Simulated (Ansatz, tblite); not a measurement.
## A script for GaN (GFN2-xTB)

These are simulated results from tblite 0.8.0, not measurements. The cell began as a database structure and was relaxed with r2SCAN in plane waves (Ansatz 0.2.0). All runs are without spin polarisation.

It is cubic, F-43m (No. 216); conventional cell a = 4.498 Å, 11.37 Å³ an atom. Around Ga lie 4 N at 1.95 Å; around N lie 4 Ga at 1.95 Å.

tblite solves periodic systems at the zone centre alone, so the script builds a cluster of 2×2×2 conventional cells (64 atoms), which folds in a coarse mesh of k points.

run.py reads:

```python
import json
from ase import Atoms
from ase.build import make_supercell
from ase.units import Bohr, GPa, Hartree
from tblite.interface import Calculator

atoms = Atoms(['Ga', 'N'],
              cell=[[0.0, 2.248953, 2.248953], [2.248953, 0.0, 2.248953], [2.248953, 2.248953, 0.0]],
              scaled_positions=[[0.0, -0.0, -0.0], [0.75, 0.75, 0.75]],
              pbc=True)
cluster = make_supercell(atoms, [[-2, 2, 2], [-2, -2, 2], [2, -2, 2]])
calc = Calculator('GFN2-xTB', cluster.numbers, cluster.positions / Bohr, lattice=cluster.cell[:] / Bohr, periodic=cluster.pbc)
calc.set('temperature', 0.02 / Hartree)
calc.set('max-iter', 150)
res = calc.singlepoint()
levels = res.get('orbital-energies') * Hartree
nv = round(res.get('orbital-occupations').sum() / 2)
cells = len(cluster) // len(atoms)
out = {'energy_per_cell': res.get('energy') * Hartree / cells, 'homo': levels[nv - 1], 'lumo': levels[nv],
       'stress': (-res.get('virial') * Hartree / cluster.get_volume() / GPa).tolist(), 'charges': res.get('charges')[:len(atoms)].tolist(), 'electrons': 2 * nv / cells}
json.dump(out, open('results.json', 'w'))
for key, value in out.items():
    print(key, value)
```

Command: `python run.py`. It took 7.4 s on 1 thread of Arm Neoverse V1, with other jobs on the host, peak memory 0.12 GiB.

The log:

```
------------------------------------------------------------
  cycle        total energy    energy error   density error
------------------------------------------------------------
      1     -124.7856670675  -1.2534845E+02   3.7718134E-01
      2     -126.4112498610  -1.6255828E+00   1.8486126E-01
      3     -128.2294567292  -1.8182069E+00   1.8726974E-01
      4     -134.0864791654  -5.8570224E+00   5.6022056E-02
      5     -133.8420048126   2.4447435E-01   5.1179130E-02
      6     -134.4250939753  -5.8308916E-01   4.9066811E-03
      7     -134.4251781264  -8.4151088E-05   4.9180764E-03
      8     -134.4270322073  -1.8540810E-03   3.9478060E-03
      9     -134.4302978802  -3.2656729E-03   5.3969653E-04
     10     -134.4303235770  -2.5696747E-05   2.1515034E-05
     11     -134.4303236235  -4.6541004E-08   2.1769543E-06
------------------------------------------------------------

 total:                                   6.751 sec
energy_per_cell -114.31360717188356
homo -11.574427795703384
lumo -9.646895616038488
stress [[-4.876032117090829, -5.495141182459943e-07, 5.495155642126333e-07], [-5.495141177394212e-07, -4.876032117089683, 5.495179319284523e-07], [5.495155640716038e-07, 5.495179318623211e-07, -4.876032117091372]]
charges [0.33704827044379376, -0.3370411292427393]
electrons 8.0
```

The cycle table is in hartree for the whole cluster, and the lines after it are in eV (the energy for one cell). The printed stress is in GPa and positive in compression, and the pressure is its mean diagonal.

GFN2-xTB gives a gap of 1.93 eV. On the same cell, plane-wave PBE (Ansatz, 10×10×10 k points and the special points) gives a gap of 1.76 eV and r2SCAN a gap of 2.17 eV; on shared hosts these took about 2.3 and 4.7 core-seconds on the 2-atom cell, against 7.4 for the script. Semilocal gaps usually lie below measured ones. xTB was fitted to molecules, so gaps, charges and pressures of solids can be far off, and the gap also depends on the size of the cluster.

The same script was run on cells scaled at fixed shape and fractional coordinates:

```csv
volume (Å³/atom),energy (meV/atom),"pressure (GPa, positive in compression)",gap (eV)
10.01,31.1,14.54,2.52
10.69,-5.1,4.07,2.21
11.37,0.0,-4.88,1.93
12.06,32.8,-10.30,1.68
12.74,85.0,-14.05,1.45
```

A Birch-Murnaghan fit puts the minimum at 10.93 Å³/atom, 3.9 % below the given cell, with a bulk modulus of 134 GPa at fixed shape.

xTB was fitted mostly to molecules, and a small cluster samples few k points, so gaps, pressures and kinks along a curve can be far from a solid's.
